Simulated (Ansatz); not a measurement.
Write a Python script for Ansatz 0.2.0 through its Python package that makes a scan of the Hubbard U of MnPbO₃, space group Pm-3m. Settings (first run): PBEsol, PAW, cutoff 422 eV, 7×7×7 k-points, Gaussian smearing of 0.1 eV, collinear spin.

`mnpbo3.extxyz`
```text
5
Lattice="3.914633 0.0 0.0 0.0 3.914633 0.0 0.0 0.0 3.914633" Properties=species:S:1:pos:R:3:initial_magmoms:R:1 pbc="T T T"
Mn    1.95731650    1.95731650    1.95731650  2.80
Pb    0.00000000    0.00000000    0.00000000  0.00
O     0.00000000    1.95731650    1.95731650  0.00
O     1.95731650    0.00000000    1.95731650  0.00
O     1.95731650    1.95731650    0.00000000  0.00
```

The script, `plus_u_mnpbo3.py`:
```python
# -*- coding: utf-8 -*-
'''How the states of MnPbO3 follow the Hubbard U.'''

import logging
import sys
import warnings

import ansatz as az
import numpy as np

logging.basicConfig(stream=sys.stdout, format='[%(levelname)s] %(message)s')
log = logging.getLogger('mnpbo3')
log.setLevel(logging.INFO)

SCF_TOL = 1e-07
FILLING = 'gaussian'
SIGMA = 0.1


def count_gap(report):
    # lowest empty less highest filled band, counting bands; zero where they overlap
    return max(report.get('gap_by_band_count_ev') or 0.0, 0.0)

warnings.simplefilter('ignore', az.DeckWarning)

structure = az.Crystal.from_extxyz('mnpbo3.extxyz')

job = (
    structure.calculation()
    .scf(tolerance=SCF_TOL, lower_state_search='light')
    .kpoints(7)
    .functional(az.Functional.PBESOL)
    .spin(az.SpinTreatment.COLLINEAR)
    .basis(31 * az.Ry)
    .initial_density(normalization='cell')
    .occupations(FILLING, width=SIGMA)
    .band_table()
)
rows = []
for u in [0.0, 2.0, 4.0, 6.0]:
    report = job.hubbard('Mn', 'd', u_eff=u).run(threads=1).report
    shell = report['hubbard']['n_scf']
    rows.append((u, count_gap(report), sum(shell) / len(shell), max(abs(m) for m in report['site_moments_mub']), report['n_iterations']))
lines = [','.join(['U_eff eV', 'gap by band count eV', 'Mn d occupation (projector)', 'largest moment muB', 'iterations'])] + [','.join(f'{v:.4f}' if isinstance(v, float) else str(v) for v in row) for row in rows]
print('\n'.join(lines))
with open('plus_u.csv', 'w') as handle:
    handle.write('\n'.join(lines) + '\n')
```

```console
$ python plus_u_mnpbo3.py
U_eff eV,gap by band count eV,Mn d occupation (projector),largest moment muB,iterations
0.0000,0.0000,5.1316,2.5756,12
2.0000,0.0000,5.0781,2.8580,17
4.0000,0.0000,5.0357,3.1119,19
6.0000,0.0000,5.0081,3.3218,13
```

From U = 0 to 6 eV the largest site moment goes from 2.58 to 3.32 μB.

What to keep in mind:
- The magnetic order follows from the starting moments and needn't be the lowest.
- U, its shell and the double counting are chosen to explore, and aren't derived for this compound.
- For a metal this k-point mesh is coarse: on a finer one energies can move by several to tens of meV an atom and pressures by half a GPa or more, differences at one mesh by less.
- A gap by band count of zero or less means overlapping bands, a metal.
- With one magnetic atom the cell can hold only ferromagnetic order.
- The structure comes from a database of computed cells and needn't be a stable or known phase.
- Gaps and levels are Kohn-Sham values on a finite set of k-points, without spin-orbit coupling.
- Shell occupations and the effect of U depend on the projectors; a run with no .spin step is spin-unpolarised, and each U may end in a state that isn't the lowest.
- The script silences the warnings on its input, which a real study should read.
- It ran for 3.3 min on 1 thread of Arm Neoverse V2 (shared host), peak memory 0.75 GiB.

(A comment or docstring line of the script was reworded after the run, the code is as it ran.)
